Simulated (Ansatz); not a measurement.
# Cu (fcc type): how the settings move a single-point run

How sensitive is a single-point run of Cu (fcc type) to its settings? A reference run comes first, then one run with altered input.

Computed with Ansatz 0.2.0 (reference: DFT, PBEsol, all-electron LAPW, scalar-relativistic, unless a step's input says otherwise).

### 1 Starting point

Symmetry: Fm-3m, No. 225, cubic system. The conventional cell has a = 3.563 Å, b = 3.563 Å, c = 3.563 Å, α = 90.00°, β = 90.00°, γ = 90.00°. Cu (site symmetry m-3m) is surrounded by 12 Cu at 2.52 Å.

Structure file:

```cif
data_structure
_symmetry_space_group_name_H-M 'Fm-3m'
_symmetry_Int_Tables_number 225
_cell_length_a 3.5628
_cell_length_b 3.5628
_cell_length_c 3.5628
_cell_angle_alpha 90.000
_cell_angle_beta 90.000
_cell_angle_gamma 90.000
_cell_volume 45.22
loop_
_atom_site_label
_atom_site_type_symbol
_atom_site_symmetry_multiplicity
_atom_site_Wyckoff_symbol
_atom_site_fract_x
_atom_site_fract_y
_atom_site_fract_z
_atom_site_occupancy
Cu1 Cu 4 a 0.00000 0.00000 0.00000 1
```

### 2 Reference

Input file input.yaml:

```yaml
crystal:
  lattice:
    - [1.7813982731, 1.7813982731, 0.0]
    - [-1.7813982731, 1.7813982731, 0.0]
    - [0.0, 0.0, 3.5627965462]
  atoms:
    - { symbol: Cu, position: [0.0, 0.0, 0.0] }
    - { symbol: Cu, position: [0.5, 0.5, 0.5] }
kpoints:
  mp_grid: { grid: [14, 14, 10] }
scf:
  occupations: { method: fermi_dirac, width: 0.05 }
hamiltonian:
  xc: pbesol
  pseudopotentials: { kind: all_electron, lapw: { basis_error: 0.001 } }
output:
  forces: true
  stress: true
  eigenvalues: true
```

Command:

```sh
> ansatz run input.yaml --threads 2 --pin off --max-ram 4096MiB --backend cpu --events-out ev --progress --plain --runs-dir out
```

### 3 Variant: dr2_threshold 1.0e-05

input.yaml, as its differences from that of step 2:

```diff
@@ -12,2 +12,3 @@
   occupations: { method: fermi_dirac, width: 0.05 }
+  convergence: { dr2_threshold: 1.0e-05 }
 hamiltonian:
```

Before running it: what results should come out? Wanted: for each run, ending; energy change; pressure; gap; force.

As calculated:

| run | ending | energy change | pressure (GPa) | gap (eV) | force (eV/Å) | cycles | time |
| --- | --- | --- | --- | --- | --- | --- | --- |
| reference | converged | 0 | 0.1 | 0.00 | 0.00 | 7 | 24 s |
| 1: dr2_threshold 1.0e-05 | converged | 0.0 meV/atom | 0.1 | 0.00 | 0.00 | 7 | 24 s |

Residual by cycle in the longest SCF loop of each run; runs are numbered as in the table. The quantity is the density residual dr2, in eV.

| cycle | reference | run 1 |
| --- | --- | --- |
| 1 | 0.252 | 0.252 |
| 2 | 0.0406 | 0.0406 |
| 3 | 0.00102 | 0.00102 |
| 4 | 0.00258 | 0.00258 |
| 5 | 5.1e-5 | 5.1e-5 |
| 6 | 2.5e-8 | 2.5e-8 |
| 7 | 3.4e-10 | 3.4e-10 |

What this shows: Energy and cycle count are those of the reference, so the change (convergence setting) left the result and the number of cycles as they were.
